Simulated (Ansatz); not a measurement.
# GeH2 (singlet): the correlation ladder at distance Ge1–H3 = 1.421 Å, cc-pVTZ

Aim: climb from Hartree-Fock through coupled cluster and multireference methods for GeH2 (singlet) at one geometry and basis, and see what each rung misses.

Method: cc-pVTZ, core rule «outside noble gas», up to 14 orbitals frozen; program: Ansatz 0.2.0, Gaussian basis.

The runs, in order: UHF; CCSD(T) on RHF; CCSD(T) on UHF; BCCD(T) on RHF; CISD; CCSDT(Q) on RHF; CCSDT(Q) on UHF; CCSDTQ on RHF; CASSCF and MRCISD+Q, 2 electrons in 2 orbitals; CASSCF and NEVPT2, 2 electrons in 2 orbitals; CASSCF and MRCISD+Q, 6 electrons in 6 orbitals; CASSCF and NEVPT2, 6 electrons in 6 orbitals; Full CI.

## (1) What is computed

The geometry derives from a PBE0/def2-TZVP stationary point (not a proven minimum). One bond is set to the value named and the two fragments are kept rigid. No spin-orbit coupling is included. The filled d shell of Ge may be among the frozen orbitals whatever the setting's name suggests; the logs give the count.

3 atoms, charge 0, spin multiplicity 1.

Atoms are counted from 1 here; the program's logs count them from 0.

Bond lengths: Ge1–H2 1.594 Å, Ge1–H3 1.421 Å. Angles: H2–Ge1–H3 90.6°.

## (2) UHF

File in.yaml:

```yaml
crystal:
  periodic: [false, false, false]
  atoms:
    - {symbol: Ge, position_ang: [0.000000, -0.028622, 0.001662]}
    - {symbol: H, position_ang: [0.000000, 1.092228, -1.131826]}
    - {symbol: H, position_ang: [0.000000, 0.970522, 1.012083]}
basis:
  gaussian: {orbitals: cc-pVTZ}
magnetization: {spin_polarized: true, initial_magnetization: 0}
hamiltonian: {xc: hf}
output: {orbitals: {seedname: orbitals}}
```

Launch:

```sh
ansatz run in.yaml --threads 1 --pin off --events-out ev --progress --plain --max-ram 2513MiB --backend cpu
```

After this run come: CCSD(T) on RHF; CCSD(T) on UHF; BCCD(T) on RHF; CISD; CCSDT(Q) on RHF; CCSDT(Q) on UHF; CCSDTQ on RHF; CASSCF and MRCISD+Q, 2 electrons in 2 orbitals; CASSCF and NEVPT2, 2 electrons in 2 orbitals; CASSCF and MRCISD+Q, 6 electrons in 6 orbitals; CASSCF and NEVPT2, 6 electrons in 6 orbitals; Full CI.

Q: Predict the results of all the runs planned. Wanted: FCI below the RHF energy; RMP2 from FCI; RCCSD from FCI; RCCSD(T) from FCI; RCCSDT(Q) from FCI; NEVPT2 pair from FCI; NEVPT2 valence from FCI; MRCISD+Q valence from FCI; T1 diagnostic.

The runs gave:

```
                         quantity                                                            value
         FCI below the RHF energy                                                       -3.5770 eV
                    RMP2 from FCI                                                     +74.4 kJ/mol
                   RCCSD from FCI                                                     +10.1 kJ/mol
                RCCSD(T) from FCI                                                      +2.0 kJ/mol
               RCCSDT(Q) from FCI                                                      +0.1 kJ/mol
             NEVPT2 pair from FCI                                                     +70.3 kJ/mol
          NEVPT2 valence from FCI                                                     +63.8 kJ/mol
        MRCISD+Q valence from FCI                                                      +0.5 kJ/mol
levels within 1 kcal/mol (43 meV)  RCCSD(T), BCCD(T), RCCSDT, RCCSDT(Q), RCCSDTQ, MRCISD+Q valence
                    T1 diagnostic                                                            0.012
   effectively unpaired electrons                                                             0.08
```

What this shows: RCCSD(T) misses by +2.0 kJ/mol, 0.6 % of the correlation energy. One determinant dominates. Of the multireference levels listed MRCISD+Q valence comes nearest in total energy (+0.5 kJ/mol), which doesn't show that its space is the better one. These misses are within one basis, not against nature.
